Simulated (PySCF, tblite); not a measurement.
**C₂H₆O₄SSi: geometry, infrared bands and NMR shifts**

Wanted: the infrared bands and NMR shifts of C₂H₆O₄SSi (`O=S(=O)(O)[C@H]1OC[SiH2]1`), by calculation.

Programs: tblite 0.8.0 and PySCF 2.14.0, with density-fitted response routines of our own. Each step states its level of theory. These are calculated values for one molecule in the gas phase, unless marked as measured. Atoms are numbered from 0 throughout.

## 1. The molecule as given

14 atoms, charge 0, multiplicity 1; geometry from: force field or distance geometry start.

Bonds of the start (Å): O0–S1 1.44, S1–O2 1.45, S1–O3 1.62, S1–C4 1.79, C4–O5 1.45, O5–C6 1.44, C6–Si7 1.86, Si7–C4 1.85, O3–H8 0.99, C4–H9 1.10, C6–H10 1.10, C6–H11 1.09, Si7–H12 1.49, Si7–H13 1.50.

## 2. Relaxing the molecule with GFN2-xTB

What the job is given:

```
{"job": {"kind": "relax", "xc": "GFN2-xTB", "basis": "xTB"}, "charge": 0, "multiplicity": 1}
O      2.233600     0.362100    -1.655300
S      1.721300     0.383700    -0.305800
O      1.743700     1.583200     0.505800
O      2.598500    -0.679000     0.542300
C      0.164500    -0.488600    -0.184000
O     -0.468300    -0.553000     1.120100
C     -1.830900    -0.347300     0.701500
Si    -1.236300     0.544800    -0.823000
H      2.658300    -0.368700     1.478500
H      0.239200    -1.488300    -0.626600
H     -2.352000    -1.302400     0.545000
H     -2.390500     0.257800     1.421800
H     -1.184700     2.019800    -0.658200
H     -1.896900     0.075300    -2.084300
```

The run is started by

```sh
$ OMP_NUM_THREADS=1 python probes_run.py task.json out
```

One launch serves the whole session: the jobs run in the order shown.

**Question.** This job is followed by: GFN2-xTB harmonic vibrations, gas phase; GIAO PBE0/pcSseg-1 NMR shielding, non-relativistic, gas phase. What will the session give for the following? strongest single infrared mode (GFN2-xTB); zero-point energy (GFN2-xTB); 13C shifts against TMS (PBE0/pcSseg-1); 1H shifts against TMS (PBE0/pcSseg-1); 17O shifts against H2O (PBE0/pcSseg-1); 33S shifts against CS2 (PBE0/pcSseg-1); 29Si shifts against TMS (PBE0/pcSseg-1).

The runs gave:

| quantity | value |
| --- | --- |
| strongest single infrared mode (GFN2-xTB) | 1273 cm⁻¹, 554 km/mol |
| zero-point energy (GFN2-xTB) | 53.6 kcal/mol |
| 13C shifts against TMS (PBE0/pcSseg-1) | 99.0, 71.2 ppm |
| 1H shifts against TMS (PBE0/pcSseg-1) | 5.96, 5.40, 5.33, 5.26, 5.05, 4.72 ppm |
| 17O shifts against H2O (PBE0/pcSseg-1) | 230.3, 208.0, 176.2, 49.6 ppm |
| 33S shifts against CS2 (PBE0/pcSseg-1) | 330 ppm |
| 29Si shifts against TMS (PBE0/pcSseg-1) | -21.2 ppm |

In words: Relaxing lowered the energy by 0.659 eV in 111 steps; the close pair that moved most is C6–Si7, from 1.864 to 1.928 Å. No mode is imaginary among the 36: a minimum at this level. The strongest single mode, at 1273 cm⁻¹, moves mainly S1 and O0. GFN2-xTB is a fitted tight-binding method: band positions and strengths are rough. Its intensities can rank the bands wrongly. C4 (sp3 CH bonded to O and S and Si) lies farthest downfield among carbon, at 99.0 ppm; pulled downfield by the heteroatom. At PBE0/pcSseg-1: The largest span, 261 ppm, is at S1, where the paramagnetic term is -879 ppm.
